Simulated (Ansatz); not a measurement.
What does this script print? It uses the Ansatz DFT code, driven from Python.

`ch5nosi.xyz`
```text
9

N    -0.45570    1.44000   -0.03650
C    -0.51920    0.05770   -0.37780
O    -0.42820   -0.77830    0.73840
Si    1.05550   -1.02280   -0.13120
H    -1.46290    1.80950    0.03140
H    -0.10380    1.62540    0.88270
H    -1.12410   -0.24590   -1.19440
H     0.99360   -2.40920   -0.64800
H     2.13330   -0.52280    0.71830
```

Script `ch5nosi_scan.py`:
```python
"""Stretching a bond of CH5NOSi, the rest held rigid."""

import ansatz as az
import numpy as np


def main() -> None:
    ch5nosi = az.Crystal.molecule_from_extxyz("ch5nosi.xyz")

    symbols = [site.symbol for site in ch5nosi.cartesian_sites]
    start = np.array([site.position_ang for site in ch5nosi.cartesian_sites])
    axis = (start[8] - start[3]) / np.linalg.norm(start[8] - start[3])
    moving = [8]
    lengths, energies = [1.285, 1.344, 1.402, 1.461, 1.519, 1.577, 1.636, 1.723], []
    for length in lengths:
        xyz = start.copy()
        xyz[moving] += (length - np.linalg.norm(start[8] - start[3])) * axis
        point = az.Crystal.molecule()
        for symbol, place in zip(symbols, xyz):
            point = point.atom(symbol, place.tolist())
        model = (
            point.calculation()
            .basis(gaussian="def2-SVP")
            .functional("hf")
        )
        data = model.run().report
        energies.append(data["free_energy_ev"])
        print(f"r = {length:6.3f} A  E = {energies[-1]:.5f} eV  <S^2> = {abs(data['mean_field']['state']['spin_squared']):.3f}")

    # quartic fit about the minimum
    fit = np.polynomial.Polynomial.fit(lengths, np.array(energies) - min(energies), 4).convert()
    roots = [r.real for r in fit.deriv().roots() if abs(r.imag) < 1e-9 and fit.deriv(2)(r.real) > 0]
    r_e = min(roots, key=lambda r: abs(r - lengths[int(np.argmin(energies))]))
    print(f"minimum of the fit at {r_e:.4f} A, force constant {fit.deriv(2)(r_e):.2f} eV/A^2")


if __name__ == "__main__":
    main()
```

```console
$ python ch5nosi_scan.py
r =  1.285 A  E = -12482.35007 eV  <S^2> = 0.000
r =  1.344 A  E = -12482.61385 eV  <S^2> = 0.000
r =  1.402 A  E = -12482.75535 eV  <S^2> = 0.000
r =  1.461 A  E = -12482.80491 eV  <S^2> = 0.000
r =  1.519 A  E = -12482.78102 eV  <S^2> = 0.000
r =  1.577 A  E = -12482.70129 eV  <S^2> = 0.000
r =  1.636 A  E = -12482.57618 eV  <S^2> = 0.000
r =  1.723 A  E = -12482.33282 eV  <S^2> = 0.000
minimum of the fit at 1.4683 A, force constant 20.70 eV/A^2
```

Total energies depend on the basis set; only differences at equal settings carry meaning. The rest of the molecule is held rigid at a force-field or estimated start geometry, and the basis set is modest; single-reference methods fail as a bond breaks. Hartree-Fock leaves correlation out, so bond, atomisation and ionisation energies come out well too low. The orbitals are restricted, so S² is zero by construction. Hardware and time: 5.1 s on 1 thread of Arm Neoverse V2, with other jobs on the host, peak memory 0.2 GiB.

(Lines on the test bed's own set-up are left out of the output.)
